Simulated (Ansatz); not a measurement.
# FH2SSn radical: a rigid scan of the angle Sn2–S3–H5

One table from this session's results is given with a row withheld; the runs are named, their logs left out.

Method: single points in def2-TZVPP; program: Ansatz 0.2.0, Gaussian basis.

Levels: PBE-D4, r2SCAN-D4, PBE0-D4, B3LYP-D4, wB97M-V, Hartree-Fock, MP2, CCSD, CCSD(T). The scan takes 73.7, 78.2, 82.7, 87.2, 91.7, 96.2, 100.7, 105.2, 109.7°.

Correlated methods freeze the cores. Filled d shells of the heavier atoms are correlated. Core potentials replace the inner electrons past krypton, and spin-orbit coupling is left out. Orbitals are unrestricted. B3LYP uses VWN-RPA correlation.

43 further runs of the same task are left out: 43 set aside as unsound or not needed.

**Starting geometry**

The minimum, relaxed at PBE0-D4: SMILES `[F][SnH][SH]`, 5 atoms, charge 0, spin multiplicity 2.

Atoms are counted from 1 here; the program's logs count them from 0.

Bond lengths: F1–Sn2 1.934 Å, Sn2–S3 2.411 Å, Sn2–H4 1.739 Å, S3–H5 1.345 Å. Angles: F1–Sn2–S3 103.8°, F1–Sn2–H4 105.0°, S3–Sn2–H4 108.7°, Sn2–S3–H5 91.7°.

As a file:

```
atom     x (Å)     y (Å)     z (Å)
  F1  -1.09874  -0.01069   1.50476
 Sn2  -0.26988  -0.88287  -0.00903
  S3   1.32938   0.73816  -0.80128
  H4  -1.53724  -1.03695  -1.18949
  H5   1.62649   1.11865   0.45374
```

Energies of the minimum (eV), from earlier single points: PBE-D4 -19411.56985, r2SCAN-D4 -19419.18287, PBE0-D4 -19412.55710, B3LYP-D4 -19421.45855, wB97M-V -19415.99972, CCSD(T) -19384.15086.

At the minimum the angle Sn2–S3–H5 is 91.7°.

The first run:

ccsdt-tzvpp/in.yaml

```yaml
crystal:
  periodic: [false, false, false]
  atoms:
    - {symbol: F, position_ang: [-0.535206, 0.608660, 2.076383]}
    - {symbol: Sn, position_ang: [-0.041371, -0.607210, 0.656142]}
    - {symbol: S, position_ang: [1.329381, 0.738159, -0.801278]}
    - {symbol: H, position_ang: [-1.531363, -0.972700, -0.162251]}
    - {symbol: H, position_ang: [1.626490, 1.118649, 0.453741]}
basis:
  gaussian: {orbitals: def2-TZVPP}
magnetization: {spin_polarized: true, initial_magnetization: 1}
correlation: {method: ccsd_t}
scf: {omitted_lower_state_checks: [cluster_reference]}
```

The command line of these runs was not kept.

Among the steps run: Sn2–S3–H5 = 73.7°; Sn2–S3–H5 = 78.2°; Sn2–S3–H5 = 82.7°; Sn2–S3–H5 = 87.2°; Sn2–S3–H5 = 91.7°; Sn2–S3–H5 = 96.2°; Sn2–S3–H5 = 100.7°; Sn2–S3–H5 = 105.2°; Sn2–S3–H5 = 109.7°.

One of the session's tables, all rows but one given; the rest of the session is left out.

It belongs to the step «The curves». Energies less that of the minimum at the same level (kJ/mol):

| angle (°) | PBE-D4 | PBE0-D4 | B3LYP-D4 | wB97M-V | Hartree-Fock |
| --- | --- | --- | --- | --- | --- |
| 73.7 | 13.9 | 15.1 | 16.5 | 15.0 | 22.4 |
| 78.2 | ? | ? | ? | ? | ? |
| 82.7 | 3.1 | 3.5 | 4.2 | 3.5 | 6.5 |
| 87.2 | 0.7 | 0.8 | 1.2 | 0.8 | 2.2 |
| 91.7 | 0.0 | 0.0 | 0.0 | 0.0 | 0.0 |
| 91.7 (minimum) | 0.0 | 0.0 | 0.0 | 0.0 | 0.0 |
| 96.2 | 0.9 | 0.8 | 0.6 | 0.9 | -0.1 |
| 100.7 | 3.2 | 3.3 | 2.7 | 3.4 | 1.6 |
| 105.2 | 6.9 | 7.1 | 6.3 | 7.3 | 5.2 |
| 109.7 | 11.8 | 12.3 | 11.2 | 12.6 | 10.5 |

Estimate the missing values for angle (°) = 78.2.

Worked estimate for «PBE-D4». A straight line through the neighbours (73.7, 13.9) and (82.7, 3.1) gives 13.9 + (3.1 − 13.9) × (78.2 − 73.7) / (82.7 − 73.7) = 8.5; a parabola fitted to 3 rows on both sides gives 7.5.

**Answer.** PBE-D4: 7.5; PBE0-D4: 8.2; B3LYP-D4: 9.2; wB97M-V: 8.1; Hartree-Fock: 13.2. In «PBE-D4» the line misses by +1.0 and the parabola by 0.0.

To keep in mind: A polynomial through the near points puts the CCSD(T) minimum 0.5° below the PBE0-D4 value.
